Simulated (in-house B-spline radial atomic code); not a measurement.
# Xe⁵⁺: excited configurations

How much energy does it take to promote electrons of Xe⁵⁺ to other shells? Each configuration is solved by itself and compared with the reference.

The numbers are computed with in-house B-spline radial atomic code version 1 (Dirac-Hartree-Fock, average of configuration, Fermi nucleus, basis-set limit), except any that are marked as measured or tabulated.

### Step 1. The atom as given

| Quantity | Value |
| --- | --- |
| element | xenon (Z = 54) |
| charge | +5 |
| electrons | 49 |
| configuration | [Kr] 4d10 5s2 5p1 |
| Hamiltonian | Dirac-Coulomb |
| nucleus | Fermi, rms radius 4.786 fm |

The outer shells:

[Kr] 4d10 5s2 5p1
```
[Kr] core
4d [↑↓][↑↓][↑↓][↑↓][↑↓]
5s [↑↓]
5p [↑ ][  ][  ]
```

The boxes draw the filling by Hund's rule, which heavy ions in jj coupling don't follow; these runs average over all states of the configuration.

The run's settings:

```ini
Z = 54
electrons = 49.0
configuration = [Kr] 4d10 5s2 5p1
hamiltonian = dirac
method = hf
spin_polarised = False
nucleus = fermi
rms_radius = 4.7859
mass_number = 132
atomic_mass = 131.90415508346
speed_of_light = 137.035999084
```

The reference is known from an earlier run: -7441.107279 hartree in all. Up to eight levels, counted from the top:

| orbital | occupation | energy (eV) | <r> (bohr) |
| --- | --- | --- | --- |
| 4s1/2 | 2 | -290.13 | 0.7161 |
| 4p1/2 | 2 | -236.05 | 0.7467 |
| 4p3/2 | 4 | -223.24 | 0.7722 |
| 4d3/2 | 4 | -134.12 | 0.8591 |
| 4d5/2 | 6 | -132.00 | 0.8694 |
| 5s1/2 | 2 | -78.165 | 1.698 |
| 5p1/2 | 0.333333 | -65.950 | 1.864 |
| 5p3/2 | 0.666667 | -63.998 | 1.916 |

### Step 2. Configuration [Kr] 4d10 5s1 5p1 7s1

The run's settings:

```ini
Z = 54
electrons = 49.0
configuration = [Kr] 4d10 5s1 5p1 7s1
hamiltonian = dirac
method = hf
spin_polarised = False
nucleus = fermi
rms_radius = 4.7859
mass_number = 132
atomic_mass = 131.90415508346
speed_of_light = 137.035999084
```

### Step 3. Run with [Kr] 4d9 5s2 5p1 8p1

Changes to the settings of step 2:

```diff
@@ -2,3 +2,3 @@
 electrons = 49.0
-configuration = [Kr] 4d10 5s1 5p1 7s1
+configuration = [Kr] 4d9 5s2 5p1 8p1
 hamiltonian = dirac
```

### Step 4. Run with [Ar] 3d10 4s2 4p5 4d10 5s2 5p1 6d1

Changes to the settings of step 3:

```diff
@@ -2,3 +2,3 @@
 electrons = 49.0
-configuration = [Kr] 4d9 5s2 5p1 8p1
+configuration = [Ar] 3d10 4s2 4p5 4d10 5s2 5p1 6d1
 hamiltonian = dirac
```

### Step 5. [Ar] 3d10 4s2 4p5 4d10 5s2 5p1 7p1

Changes to the settings of step 4:

```diff
@@ -2,3 +2,3 @@
 electrons = 49.0
-configuration = [Ar] 3d10 4s2 4p5 4d10 5s2 5p1 6d1
+configuration = [Ar] 3d10 4s2 4p5 4d10 5s2 5p1 7p1
 hamiltonian = dirac
```

### Step 6. Run with [Kr] 4d10 5s1 5p1 6s1

Changes to the settings of step 5:

```diff
@@ -2,3 +2,3 @@
 electrons = 49.0
-configuration = [Ar] 3d10 4s2 4p5 4d10 5s2 5p1 7p1
+configuration = [Kr] 4d10 5s1 5p1 6s1
 hamiltonian = dirac
```

### Step 7. Run with [Kr] 4d10 5s2 9g1

Changes to the settings of step 6:

```diff
@@ -2,3 +2,3 @@
 electrons = 49.0
-configuration = [Kr] 4d10 5s1 5p1 6s1
+configuration = [Kr] 4d10 5s2 9g1
 hamiltonian = dirac
```

Q: How far above the reference does each configuration lie (order and size, in eV)?

**Answer**, as computed:

| net move | configuration | energy above the reference (eV) | with Breit, QED, recoil (eV) | largest <r> (bohr) |
| --- | --- | --- | --- | --- |
| 5s → 6s | [Kr] 4d10 5s1 5p1 6s1 | 40.124 | 40.075 | 2.60 |
| 5s → 7s | [Kr] 4d10 5s1 5p1 7s1 | 54.729 | 54.668 | 5.36 |
| 5p → 9g | [Kr] 4d10 5s2 9g1 | 58.368 | 58.335 | 18.4 |
| 4d → 8p | [Kr] 4d9 5s2 5p1 8p1 | 116.02 | 116.04 | 8.54 |
| 4p → 6d | [Ar] 3d10 4s2 4p5 4d10 5s2 5p1 6d1 | 198.71 | 198.49 | 4.40 |
| 4p → 7p | [Ar] 3d10 4s2 4p5 4d10 5s2 5p1 7p1 | 203.50 | 203.28 | 5.83 |

Quantum defects of the promoted electron, δ = n − ζ/√(−2ε) with ζ = 6 and ε its orbital energy in hartree:

| promotion | δ |
| --- | --- |
| 5s → 6s | 2.789 |
| 5s → 7s | 2.472 |
| 5p → 9g | 0.033 |
| 4d → 8p | 2.182 |
| 4p → 6d | 1.630 |
| 4p → 7p | 2.232 |

What this shows: The lowest of them is 5s → 6s at 40.124 eV and the highest 4p → 7p at 203.50 eV. Koopmans' estimate of the ionisation threshold is 63.998 eV; 3 configurations exceed it by over 2 % and could autoionise. Of those tabulated, the defect is largest for 6s (2.79) and least for 9g (0.03): low angular momentum penetrates the core, high angular momentum stays outside it. Two partly filled shells share a symmetry and can mix in the average, which may lower the energy, for: 5s → 6s; 5s → 7s; 4d → 8p; 4p → 6d; 4p → 7p. These are averages over configurations, without correlation, not spectroscopic levels.
